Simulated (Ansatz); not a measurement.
# C2H7B (SMILES BCC) at wB97X/cc-pVDZ

Aim: the electronic atomisation energy of C2H7B at wB97X/cc-pVDZ, from 4 runs. 

The calculation is run with Ansatz 0.2.0.

47 further runs of the same task are left out: 47 set aside as unsound or not needed. Runs told in other sessions of the task aren't counted.

## 1. The structure to begin with

The species is C2H7B (10 atoms), meant as a singlet with charge 0. As SMILES, `BCC`. The coordinates come from a PBE0-D4/def2-TZVP relaxation.

Bond lengths: B1–C2 1.551 Å, C2–C3 1.522 Å, B1–H4 1.200 Å, B1–H5 1.199 Å, C2–H6 1.102 Å, C2–H7 1.102 Å, C3–H8 1.093 Å, C3–H9 1.093 Å, C3–H10 1.093 Å. Some angles: B1–C2–C3 118.3°, B1–C2–H6 106.6°, B1–C2–H7 106.4°, C3–C2–H6 111.1°, C3–C2–H7 111.1°, C2–B1–H4 122.2°, C2–B1–H5 119.5°, C2–C3–H8 112.2°, C2–C3–H9 111.1°, C2–C3–H10 111.1°.

## 2. The energy at wB97X/cc-pVDZ

molecule.yaml

```yaml
crystal:
  periodic: [false, false, false]
  atoms:
    - {symbol: B, position_ang: [-0.923200, 0.854800, -0.729500]}
    - {symbol: C, position_ang: [0.421700, 0.293700, -0.199000]}
    - {symbol: C, position_ang: [0.384700, -0.913600, 0.727600]}
    - {symbol: H, position_ang: [-1.979600, 0.366600, -0.436300]}
    - {symbol: H, position_ang: [-0.919600, 1.807100, -1.458300]}
    - {symbol: H, position_ang: [0.950700, 1.138100, 0.271400]}
    - {symbol: H, position_ang: [1.046800, 0.094100, -1.084500]}
    - {symbol: H, position_ang: [1.384300, -1.226700, 1.039300]}
    - {symbol: H, position_ang: [-0.190300, -0.697600, 1.631400]}
    - {symbol: H, position_ang: [-0.092300, -1.767800, 0.240900]}
basis:
  gaussian: {orbitals: cc-pVDZ}
hamiltonian: {xc: {name: wB97X}}
accuracy: high
output: {orbitals: {seedname: orbitals}}
```

Run with:

```
$ ansatz run molecule.yaml --threads 1 --pin off --max-ram 2610MiB --events-out events.jsonl --progress --plain --runs-dir runs
```

What it wrote:

```text
Warning: RAYON_NUM_THREADS=1 ignored (pool sized by the plan → 1); use --threads N
Functional definition: wB97X
  name "wB97X"
  parameter omega = 0.3/bohr
  parameter cx = 0.157706
  parameter cx1 = 0.726479
  parameter cx2 = 1.04760
  parameter cx3 = -5.70635
  parameter cx4 = 13.2794
  parameter css1 = -4.33879
  parameter css2 = 18.2308
  parameter css3 = -31.7430
  parameter css4 = 17.2901
  parameter cos1 = 2.37031
  parameter cos2 = -11.3995
  parameter cos3 = 6.58405
  parameter cos4 = -3.78132
  exchange = spin_sum(e_x_unif_sr(omega)*poly(b97_u_x, 1 - cx, cx1, cx2, cx3, cx4)) + cx*exact_x_sr(omega)
      + exact_x_lr(omega)
  correlation = spin_sum(e_c_pw_same_spin*poly(b97_u_same, 1, css1, css2, css3, css4))
      + integral(e_c_pw_opposite_spin*poly(b97_u_opposite, 1, cos1, cos2, cos3, cos4))
1881 factors; integrals over basis functions are off by at most 3.1e-9 eV
357 factors; integrals over basis functions are off by at most 2.4e-9 eV
mean field evaluation 1: about -2860.9591 eV, gradient 3.0e1 eV
mean field evaluation 2: about -2862.1903 eV, gradient 2.1e1 eV
mean field evaluation 4: about -2863.2296 eV, gradient 3.1e-1 eV
mean field evaluation 8: about -2863.2316 eV, gradient 7.7e-3 eV
mean field evaluation 16: about -2863.2316 eV, gradient 5.0e-7 eV
mean field -2863.23163984 eV, -105.2218219960 hartree, gradient 6.1e-8 eV, S^2 0.000000; 0 other end points of the search recorded, 0 dependent functions left out
reference -2863.23163690 eV, -105.2218218880 hartree; 12, 12 occupied and 65, 65 virtual orbitals, 1881 factors
Total energy: -2863.23163690 eV, -105.2218218880 hartree
```

Run time: 19 s. Hardware: 1 thread of Arm Neoverse V1, shared host; peak memory 0.38 GiB.

## 3. The B atom, same level

in.yaml

```yaml
crystal:
  periodic: [false, false, false]
  atoms:
    - {symbol: B, position_ang: [0.000000, 0.000000, 0.000000]}
basis:
  gaussian:
    orbitals: cc-pVDZ
magnetization:
  spin_polarized: true
  initial_magnetization: 1
hamiltonian:
  xc: {name: wB97X}
accuracy: high
```

Run the same way, it converges to -24.64938 Eh (log not shown).

## 4. The C atom, same level

in.yaml

```yaml
crystal:
  periodic: [false, false, false]
  atoms:
    - {symbol: C, position_ang: [0.000000, 0.000000, 0.000000]}
basis:
  gaussian: {orbitals: cc-pVDZ}
accuracy: high
hamiltonian: {xc: {name: wB97X}}
magnetization: {spin_polarized: true, initial_magnetization: 2}
```

Run the same way, it converges to -37.83957 Eh (log not shown).

## 5. The H atom, same level

molecule.yaml

```yaml
crystal:
  periodic: [false, false, false]
  atoms:
    - symbol: H
      position_ang: [0.000000, 0.000000, 0.000000]
basis:
  gaussian: {orbitals: cc-pVDZ}
magnetization: {spin_polarized: true, initial_magnetization: 1}
hamiltonian: {xc: {name: wB97X}}
accuracy: high
```

Run the same way, it converges to -0.50060 Eh (log not shown).

## 6. What came out

At wB97X/cc-pVDZ:

```
                     quantity          value
       molecule: total energy  -105.22182 Eh
        molecule: HOMO energy      -11.19 eV
        molecule: LUMO energy        1.22 eV
      molecule: HOMO–LUMO gap       12.42 eV
         B atom: total energy   -24.64938 Eh
                 B atom: ⟨S²⟩          0.753
         C atom: total energy   -37.83957 Eh
                 C atom: ⟨S²⟩          2.004
         H atom: total energy    -0.50060 Eh
                 H atom: ⟨S²⟩          0.750
electronic atomisation energy      37.799 eV
```

**Reading.** Taking the molecule apart into free atoms costs 37.80 eV (3647 kJ/mol), before zero-point energy and without spin-orbit coupling.
